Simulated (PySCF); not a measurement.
# CH2NOSi (SMILES O=C=N[SiH2]): U-wB97X-V/pc-0 (nlc grid 1)

What is the vertical ionisation energy of CH2NOSi at U-wB97X-V/pc-0 (nlc grid 1)? The job is set up through a Python script.

Program for the calculation: PySCF 2.14.0.

### Step 1. The molecule

The species is CH2NOSi (6 atoms), meant as a doublet with charge 0. As SMILES, `O=C=N[SiH2]`. The shape is that of a PBE0-D4/def2-TZVP optimisation.

Bond lengths: O1–C2 1.164 Å, C2–N3 1.195 Å, N3–Si4 1.706 Å, Si4–H5 1.486 Å, Si4–H6 1.486 Å. Angles: O1–C2–N3 178.3°, C2–N3–Si4 162.2°, N3–Si4–H5 108.6°, N3–Si4–H6 108.6°, H5–Si4–H6 111.4°.

### Step 2. A single-point energy at U-wB97X-V/pc-0 (nlc grid 1)

Contents of run.py:

```python
from pyscf import gto, dft

mol = gto.M(
    atom='''
O      1.089700    -2.025700     1.610400
C      0.648500    -1.177800     0.945400
N      0.216300    -0.284900     0.279200
Si    -0.683300     0.591600    -0.875300
H      0.261300     1.214200    -1.839100
H     -1.490500     1.618700    -0.166800
''',
    spin=1,
    basis='pc-0',
    charge=0,
    max_memory=1860,
    verbose=3,
)

calc0 = dft.UKS(mol)
calc0.xc = 'wb97x-v'
calc0.grids.level = 4
calc0.conv_tol = 1e-10
calc0.nlcgrids.level = 1
calc0.kernel()
if not calc0.converged:
    calc0 = calc0.newton().run(calc0.mo_coeff, calc0.mo_occ)

e_final = calc0.e_tot
print('E = %.10f Eh' % e_final)
```

Command:

```console
OMP_NUM_THREADS=1 python run.py
```

Standard output:

```text
WARN: HOMO -0.152270657017453 >= LUMO -0.152270657017468

converged SCF energy = -457.977903196609  <S^2> = 0.75202899  2S+1 = 2.002028
E = -457.9779031966 Eh
```

It took 47 s on 1 thread of Arm Neoverse V1, shared host; peak memory 0.28 GiB.

### Step 3. The singlet cation, same level

Contents of job.py:

```python
from pyscf import gto, dft

molecule = gto.Mole()
molecule.atom = '''
O      2.059235    -3.828018     3.043215
C      1.225487    -2.225719     1.786547
N      0.408748    -0.538383     0.527612
Si    -1.291250     1.117962    -1.654077
H      0.493785     2.294505    -3.475395
H     -2.816637     3.058900    -0.315206
'''
molecule.charge = 1
molecule.verbose = 3
molecule.max_memory = 1860
molecule.basis = 'pc-0'
molecule.unit = 'bohr'
molecule.build()

myscf = dft.RKS(molecule, xc='wb97x-v')
myscf.grids.level = 4
myscf.nlcgrids.level = 1
myscf.conv_tol = 1e-10
myscf.kernel()
if not myscf.converged:
    myscf = myscf.newton().run(myscf.mo_coeff, myscf.mo_occ)

etot = myscf.e_tot
print('Final energy', etot)
```

Command:

```console
OMP_NUM_THREADS=1 python job.py
```

Standard output:

```text
converged SCF energy = -457.656803181079
Final energy -457.65680318107894
```

Run time: 37 s. Hardware: 1 thread of Arm Neoverse V1, shared host; peak memory 0.27 GiB.

### Step 4. Summary of results

At U-wB97X-V/pc-0 (nlc grid 1):

| quantity | value |
| --- | --- |
| doublet CH2NOSi: total energy | -457.97790 Eh |
| doublet CH2NOSi: dipole moment | 2.65 D |
| doublet CH2NOSi: HOMO energy (highest over α and β) | -8.55 eV |
| doublet CH2NOSi: LUMO energy (lowest over α and β) | -1.12 eV |
| doublet CH2NOSi: ⟨S²⟩ | 0.752 |
| singlet cation: total energy | -457.65680 Eh |
| singlet cation: HOMO energy | -17.16 eV |
| singlet cation: LUMO energy | -8.86 eV |
| singlet cation: HOMO–LUMO gap | 8.30 eV |
| vertical ionisation energy (to the singlet cation) | 8.738 eV |

Removing an electron at fixed nuclei costs 8.74 eV (201 kcal/mol). Only the singlet of the ionised species was computed; a triplet could lie lower. Mulliken charges (singlet cation) run from -0.69 on N3 to +0.91 on Si4.
